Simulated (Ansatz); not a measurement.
# Li6Cd3N: a short molecular-dynamics run

Aim: set Li6Cd3N (a randomly packed cell, 10 atoms, not relaxed) in motion for 20 steps of 1 fs at constant energy, with velocities drawn for 900 K, and see how temperature, energy and positions respond.

Program: Ansatz 0.2.0. Level of theory: DFT LDA, plane waves, PAW, scalar-relativistic, no spin polarisation. These are calculated values, not measurements.

**1. The starting structure**

The cell holds 10 atoms (Cd3Li6N): a = 5.082 Å, b = 5.364 Å, c = 6.155 Å, α = 91.34°, β = 92.33°, γ = 102.57°.

As a file:

```cif
data_structure
_symmetry_space_group_name_H-M 'P 1'
_symmetry_Int_Tables_number 1
_cell_length_a 5.0818
_cell_length_b 5.3642
_cell_length_c 6.1551
_cell_angle_alpha 91.343
_cell_angle_beta 92.327
_cell_angle_gamma 102.568
_cell_volume 163.54
loop_
_atom_site_label
_atom_site_type_symbol
_atom_site_fract_x
_atom_site_fract_y
_atom_site_fract_z
_atom_site_occupancy
Li1 Li 0.86927 0.23067 0.84183 1
Li2 Li 0.44087 0.87407 0.42881 1
Li3 Li 0.68053 0.85674 0.07785 1
Li4 Li 0.80013 0.76726 0.68359 1
Li5 Li 0.55309 0.35627 0.46945 1
Li6 Li 0.29176 0.90764 0.81756 1
N1 N 0.79670 0.51099 0.19713 1
Cd1 Cd 0.07621 0.46228 0.49452 1
Cd2 Cd 0.17060 0.13045 0.17775 1
Cd3 Cd 0.39909 0.44667 0.86281 1
```

**2. Dynamics**

Input file input.yaml:

```yaml
crystal:
  lattice:
    - [5.079912, -0.040052, -0.130778]
    - [-1.137993, 5.223151, -0.445721]
    - [-0.088989, 0.356765, 6.144102]
  atoms:
    - { symbol: Li, position: [0.869273, 0.230667, 0.841831] }
    - { symbol: Li, position: [0.440868, 0.87407, 0.42881] }
    - { symbol: Li, position: [0.680533, 0.856742, 0.077854] }
    - { symbol: Li, position: [0.800129, 0.767257, 0.683592] }
    - { symbol: Li, position: [0.553093, 0.356271, 0.469445] }
    - { symbol: Li, position: [0.291761, 0.907638, 0.817556] }
    - { symbol: "N", position: [0.796697, 0.510995, 0.197126] }
    - { symbol: Cd, position: [0.076211, 0.462278, 0.494524] }
    - { symbol: Cd, position: [0.170596, 0.130445, 0.177749] }
    - { symbol: Cd, position: [0.399091, 0.446673, 0.862806] }
kpoints:
  mp_grid: { grid: [3, 3, 3] }
magnetization:
  spin_polarized: false
scf:
  occupations: { method: cold, width: 0.15 }
hamiltonian:
  pseudopotentials: { kind: paw }
  xc: lda
basis:
  ecutwfc: 420
md:
  timestep: 1.0
  n_steps: 20
  ensemble: nve
  temperature: 900.0
  initial_velocities: maxwell_boltzmann
  seed: 621
```

Started as:

```sh
> ansatz run input.yaml --threads 2 --pin off --max-ram 2560MiB --backend cpu --events-out ev --progress --plain --runs-dir out
```

What it wrote, cut to the lines that bear on the results:

```text
Warning: md: disabling space-group detection — thermal motion breaks the input geometry's symmetry, so no spatial operation reduces the k-mesh or symmetrises the density; time reversal is kept, so that k and −k are solved as one point where they differ and the mesh holds both, and exact [...]
Warning: RAYON_NUM_THREADS=2 ignored (pool sized by the plan → 2); use --threads N
[...]
Pseudopotentials: kind: paw
Pseudopotential: Li, paw, valence charge 3, recommended cutoff 420 eV (normal), Li.paw.azcp
Pseudopotential: N, paw, valence charge 5, recommended cutoff 420 eV (normal), N.paw.azcp
Pseudopotential: Cd, paw, valence charge 20, recommended cutoff 420 eV (normal), Cd.paw.azcp
Functional definition: SPW92
[...]
Crystal: 10 atoms, lattice volume = 163.541 Å³
Basis set: ecut = 420 eV, 3199 PW (Γ)
Bands: 52, of which v1, the nominal top of the filled ones, is band 42 counted from 1 (41 counted from 0)
Symmetry: 1 space group operations
k-points: 14 of 27 (time reversal used)
[...]
SCF iter   1: F=—  HF=-25934.911945 eV  |F-HF|=—  |Δ(HF+E_count)|=         —  Δρ=1.42e-2  dr2=4.76e-1  ethr=1.77e-3  ⟨swp⟩=9.1  Hψ=2963  notcnv=0
[...]
md step     0: t =     0.00 fs  T =   900.0 K  F+E_penalty+E_count = -25934.81096092 eV  E_kin = 1.047006 eV  conserved = -25933.76395493 eV  (10 SCF iters)
[...]
md step     4: t =     4.00 fs  T =   845.2 K  F+E_penalty+E_count = -25934.74723041 eV  E_kin = 0.983269 eV  conserved = -25933.76396097 eV  (7 SCF iters)
[...]
md step     5: t =     5.00 fs  T =   835.5 K  F+E_penalty+E_count = -25934.73591865 eV  E_kin = 0.971959 eV  conserved = -25933.76395924 eV  (3 SCF iters)
[...]
SCF iter   2: F=—  HF=-25934.726495 eV  |F-HF|=—  |Δ(HF+E_count)|=   1.66e-8  S|Δr|=    0.00e0  Δρ=3.42e-6  dr2=2.84e-8  ethr=1.73e-10  ⟨swp⟩=1.0  Hψ=840  notcnv=0  defer=19
```

**3. More of the same log**

Output, continued, cut to the lines that bear on the results:

```text
SCF iter   3: F=-25934.726495 eV  HF=-25934.726495 eV  |F-HF|=6.26e-10  |Δ(HF+E_count)|=   4.15e-9  S|Δr|=    0.00e0  Δρ=9.13e-7  dr2=1.61e-9  ethr=1.20e-11  ⟨swp⟩=4.0  Hψ=2015  notcnv=0
[...]
md step     6: t =     6.00 fs  T =   827.4 K  F+E_penalty+E_count = -25934.72649519 eV  E_kin = 0.962540 eV  conserved = -25933.76395529 eV  (3 SCF iters)
[...]
md step     9: t =     9.00 fs  T =   813.7 K  F+E_penalty+E_count = -25934.71051977 eV  E_kin = 0.946593 eV  conserved = -25933.76392705 eV  (3 SCF iters)
[...]
md step    12: t =    12.00 fs  T =   819.3 K  F+E_penalty+E_count = -25934.71698160 eV  E_kin = 0.953112 eV  conserved = -25933.76386918 eV  (3 SCF iters)
[...]
md step    15: t =    15.00 fs  T =   851.2 K  F+E_penalty+E_count = -25934.75404244 eV  E_kin = 0.990243 eV  conserved = -25933.76379958 eV  (2 SCF iters)
[...]
Free energy (F): -25934.908677 eV
[...]
E sigma→0 (E₀):  -25934.903209 eV
Entropy (-TS):   -0.016404 eV (-1.640 meV/atom)
Fermi energy:    6.935883 eV
[...]
--- Forces (eV/Å), atoms counted from 1 ---
  atom   1  Li    -1.43229343     0.18354600     1.06362255
  atom   2  Li    -0.32768234     0.07778622     0.06725848
  atom   3  Li    -0.11769962    -1.05386204     0.13379595
  atom   4  Li     0.52563966    -0.18893914    -0.11270797
  atom   5  Li    -0.17524329    -0.25819698    -0.49198904
  atom   6  Li     0.19255738    -0.30206602    -0.37886352
  atom   7  N     -0.38049484     0.28123734    -0.06851967
  atom   8  Cd    -0.32818696     0.33633617    -0.65740589
[...]
--- MD trajectory: 20 steps, t = 0.0 → 20.0 fs ---
  final state: T = 984.2 K   F+E_penalty+E_count = -25934.90867655 eV   E_kin = 1.144918 eV
  conserved energy: peak-to-peak 2.098e-4 eV (2.098e-5 eV/atom) over 20.0 fs
```

Run time: 81 s. Hardware: 2 threads of an Arm CPU, shared host; peak memory 0.46 GiB.

**4. Frames and traces**

The trajectory, every 2 steps (energies from step 0); msd is the mean square displacement from the start, the centre of mass held:

```tsv
time (fs)	T (K)	potential energy change (meV/atom)	total energy change (meV/atom)	msd Li (Å²)	msd N (Å²)	msd Cd (Å²)
0.0	900	0.0	0.00	0.000	0.000	0.000
2.0	869	3.6	0.00	0.001	0.000	0.000
4.0	845	6.4	0.00	0.005	0.001	0.000
6.0	827	8.4	0.00	0.010	0.003	0.001
8.0	816	9.7	0.00	0.018	0.006	0.001
10.0	813	10.1	0.00	0.027	0.009	0.002
12.0	819	9.4	0.01	0.037	0.012	0.003
14.0	837	7.3	0.01	0.048	0.016	0.004
16.0	869	3.6	0.02	0.060	0.022	0.005
18.0	918	-2.0	0.02	0.072	0.027	0.007
20.0	984	-9.8	0.02	0.086	0.034	0.008
```

time (fs), T (K) and a bar:
```
      0.0        900 ###############
      1.0        884 ############
      2.0        869 ##########
      3.0        857 ########
      4.0        845 ######
      5.0        835 ####
      6.0        827 ###
      7.0        821 #
      8.0        816 #
      9.0        814 
     10.0        813 
     11.0        815 
     12.0        819 #
     13.0        827 ##
     14.0        837 ####
     15.0        851 #######
     16.0        869 ##########
     17.0        891 ##############
     18.0        918 ##################
     19.0        949 ########################
     20.0        984 ##############################
```

**5. Snapshots as a file**

Extended XYZ, with forces in eV/Å:

```xyz
10
Lattice="5.080 -0.040 -0.131 -1.138 5.223 -0.446 -0.089 0.357 6.144" Properties=species:S:1:pos:R:3:forces:R:3 pbc="T T T" time_fs=2.0 T=869 dE=0.0356
Li    4.126    1.491    4.926   -0.643    0.839    0.418
Li    1.212    4.704    2.188   -0.073   -0.160   -0.075
Li    2.488    4.503    0.015    0.605   -0.743    0.726
Li    3.108    4.251    3.767    0.426   -0.089   -0.233
Li    2.363    2.030    2.658    0.392    0.069   -0.914
Li    0.375    5.030    4.602   -0.165    0.106   -0.144
N     3.442    2.697    0.864   -0.514    0.127    0.377
Cd   -0.185    2.588    2.813   -0.784   -0.036   -0.756
Cd    0.700    0.734    1.013    0.000   -0.045    0.204
Cd    1.444    2.623    5.059    0.757   -0.068    0.397
10
Lattice="5.080 -0.040 -0.131 -1.138 5.223 -0.446 -0.089 0.357 6.144" Properties=species:S:1:pos:R:3:forces:R:3 pbc="T T T" time_fs=5.0 T=835 dE=0.0750
Li    4.190    1.530    4.885   -0.827    0.732    0.527
Li    1.220    4.708    2.188   -0.129   -0.107   -0.058
Li    2.514    4.538    0.035    0.492   -0.755    0.640
Li    3.077    4.298    3.785    0.520   -0.166   -0.230
Li    2.369    2.066    2.656    0.335   -0.014   -0.910
Li    0.371    5.044    4.632   -0.122    0.012   -0.208
N     3.431    2.682    0.844   -0.509    0.151    0.348
Cd   -0.189    2.588    2.799   -0.762    0.073   -0.768
Cd    0.697    0.727    1.015    0.061    0.026    0.256
Cd    1.448    2.621    5.072    0.941    0.048    0.404
10
Lattice="5.080 -0.040 -0.131 -1.138 5.223 -0.446 -0.089 0.357 6.144" Properties=species:S:1:pos:R:3:forces:R:3 pbc="T T T" time_fs=8.0 T=816 dE=0.0973
Li    4.244    1.578    4.851   -1.011    0.598    0.651
Li    1.226    4.711    2.187   -0.184   -0.058   -0.040
Li    2.546    4.562    0.062    0.371   -0.785    0.539
Li    3.054    4.342    3.799    0.576   -0.214   -0.214
Li    2.378    2.102    2.643    0.262   -0.085   -0.882
Li    0.366    5.059    4.660   -0.064   -0.079   -0.262
N     3.416    2.668    0.825   -0.506    0.182    0.310
Cd   -0.193    2.588    2.784   -0.708    0.168   -0.788
Cd    0.694    0.720    1.017    0.131    0.105    0.301
Cd    1.453    2.619    5.086    1.133    0.168    0.385
10
Lattice="5.080 -0.040 -0.131 -1.138 5.223 -0.446 -0.089 0.357 6.144" Properties=species:S:1:pos:R:3:forces:R:3 pbc="T T T" time_fs=10.0 T=813 dE=0.1011
Li    4.273    1.614    4.832   -1.128    0.503    0.737
Li    1.228    4.712    2.187   -0.219   -0.028   -0.026
Li    2.570    4.573    0.084    0.286   -0.817    0.468
Li    3.042    4.370    3.808    0.594   -0.230   -0.197
Li    2.386    2.125    2.627    0.204   -0.126   -0.850
Li    0.362    5.068    4.677   -0.021   -0.136   -0.293
N     3.405    2.659    0.814   -0.502    0.205    0.276
Cd   -0.196    2.588    2.774   -0.657    0.221   -0.799
Cd    0.692    0.716    1.018    0.183    0.163    0.324
Cd    1.456    2.618    5.095    1.259    0.244    0.360
10
Lattice="5.080 -0.040 -0.131 -1.138 5.223 -0.446 -0.089 0.357 6.144" Properties=species:S:1:pos:R:3:forces:R:3 pbc="T T T" time_fs=12.0 T=819 dE=0.0940
Li    4.295    1.653    4.818   -1.234    0.412    0.821
Li    1.230    4.713    2.186   -0.250   -0.001   -0.011
Li    2.595    4.580    0.109    0.199   -0.858    0.395
Li    3.034    4.397    3.815    0.601   -0.236   -0.178
Li    2.395    2.148    2.608    0.140   -0.161   -0.806
Li    0.358    5.076    4.692    0.024   -0.186   -0.320
N     3.392    2.651    0.804   -0.496    0.229    0.234
Cd   -0.199    2.588    2.763   -0.598    0.265   -0.804
Cd    0.690    0.712    1.020    0.237    0.223    0.342
Cd    1.460    2.616    5.105    1.377    0.314    0.326
10
Lattice="5.080 -0.040 -0.131 -1.138 5.223 -0.446 -0.089 0.357 6.144" Properties=species:S:1:pos:R:3:forces:R:3 pbc="T T T" time_fs=15.0 T=851 dE=0.0569
Li    4.316    1.716    4.805   -1.361    0.294    0.934
Li    1.229    4.715    2.185   -0.290    0.034    0.016
Li    2.635    4.581    0.150    0.069   -0.933    0.290
Li    3.027    4.435    3.824    0.589   -0.229   -0.149
Li    2.411    2.180    2.569    0.031   -0.204   -0.718
Li    0.352    5.087    4.711    0.092   -0.247   -0.352
N     3.370    2.639    0.789   -0.474    0.260    0.151
Cd   -0.204    2.588    2.747   -0.499    0.312   -0.788
Cd    0.687    0.706    1.023    0.320    0.314    0.355
Cd    1.467    2.615    5.119    1.522    0.399    0.261
10
Lattice="5.080 -0.040 -0.131 -1.138 5.223 -0.446 -0.089 0.357 6.144" Properties=species:S:1:pos:R:3:forces:R:3 pbc="T T T" time_fs=18.0 T=918 dE=-0.0204
Li    4.321    1.783    4.804   -1.429    0.214    1.023
Li    1.225    4.717    2.183   -0.317    0.062    0.046
Li    2.677    4.570    0.195   -0.050   -1.011    0.193
Li    3.028    4.470    3.832    0.557   -0.208   -0.125
Li    2.426    2.209    2.522   -0.089   -0.239   -0.597
Li    0.348    5.094    4.726    0.155   -0.288   -0.373
N     3.345    2.630    0.775   -0.430    0.280    0.034
Cd   -0.210    2.589    2.730   -0.395    0.334   -0.728
Cd    0.685    0.700    1.026    0.394    0.400    0.345
Cd    1.475    2.613    5.134    1.604    0.455    0.181
10
Lattice="5.080 -0.040 -0.131 -1.138 5.223 -0.446 -0.089 0.357 6.144" Properties=species:S:1:pos:R:3:forces:R:3 pbc="T T T" time_fs=20.0 T=984 dE=-0.0977
Li    4.313    1.829    4.810   -1.432    0.184    1.064
Li    1.220    4.719    2.183   -0.328    0.078    0.067
Li    2.704    4.556    0.226   -0.118   -1.054    0.134
Li    3.033    4.492    3.835    0.526   -0.189   -0.113
Li    2.436    2.228    2.487   -0.175   -0.258   -0.492
Li    0.346    5.097    4.733    0.193   -0.302   -0.379
N     3.327    2.624    0.767   -0.380    0.281   -0.069
Cd   -0.214    2.589    2.718   -0.328    0.336   -0.657
Cd    0.684    0.696    1.028    0.432    0.449    0.325
Cd    1.481    2.612    5.144    1.612    0.475    0.119
```

**6. What came out**

| quantity | value |
| --- | --- |
| length | 20 steps of 1 fs |
| temperature, first and last step | 900 and 984 K |
| temperature, second half | mean 870 K, from 813 to 984 K |
| potential energy, second half | +3 meV/atom from the start |
| largest change of the total energy | 0.02 meV/atom |
| mean square displacement, second half | Li 0.055, N 0.020, Cd 0.005 Å² |

**Reading.** The temperature starts at 900 K and averages 870 K in the second half, where it still rises, from 813 to 984 K. The total energy strays from its start by at most 0.02 meV/atom, under 0.1 % of the mean kinetic energy, so a step of 1 fs is short enough over this time. Over the second half Li atoms stand 0.2 Å (root mean square) from where they began, and the farthest move is 0.5 Å. A run of 20 fs with 10 atoms shows the motion but fixes no equilibrium value.
